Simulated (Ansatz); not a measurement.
SnN2F2:

```
Sn F N
1.0
     4.39704   -2.64701    0.00000
     4.39704    2.64701    0.00000
    -1.25295    0.00000    3.52112
Sn F N
1 2 2
Direct
  0.00000 0.00000 0.00000
  0.17236 0.17236 0.63653
  0.82764 0.82764 0.36347
  0.46199 0.46199 0.09393
  0.53801 0.53801 0.90607
```

The cell comes from a database or a generator and needn't be the stable form of this composition.

* Program: Ansatz 0.2.0
* Task: single point
* Functional: PBE
* Potentials or basis: Ansatz PAW
* Cutoff: 420 eV (not typed: the program's choice for these potentials)
* k mesh: 6 × 6 × 8
* Occupations: fermi-dirac, width 0.05 eV
* Spin: no spin polarisation

On this cell: pressure 5.3 GPa; largest force 1.545 eV/Å; band gap on the k mesh 0.97 eV, direct.

The same run follows on a disturbed copy (atoms moved at random, drawn with an rms of 0.05 Å):

```
CELL_PARAMETERS angstrom
4.39704 -2.64701 0.00000
4.39704 2.64701 0.00000
-1.25295 0.00000 3.52112
ATOMIC_POSITIONS crystal
Sn 0.00768 0.00077 0.01059
F 0.16817 0.16141 0.62634
F 0.81931 0.83690 0.37103
N 0.46232 0.46322 0.08711
N 0.52860 0.54180 0.90842
```

Question: What changes?

Answer: The energy moves by +24.9 meV/atom; pressure 11.7 GPa; largest force 6.314 eV/Å; band gap on the k mesh 1.32 eV, direct.

Forces on the atoms (eV/Å):
```
Sn  -0.293  0.322 -0.039
F    0.185  0.018  0.139
F    0.163 -0.050 -0.050
N   -5.047 -0.383  3.775
N    4.992  0.093 -3.825
```

Stress tensor (GPa, compression positive):
```
10.76  0.55 -5.85
 0.55 16.95 -0.36
-5.85 -0.36  7.29
```

Caveats: spin-orbit coupling is left out, which moves the levels of the heavy elements; forces of over 1 eV/Å show positions far from the minimum, so gaps and moduli don't describe the material at rest (some runs).

A k mesh can miss the band edges.
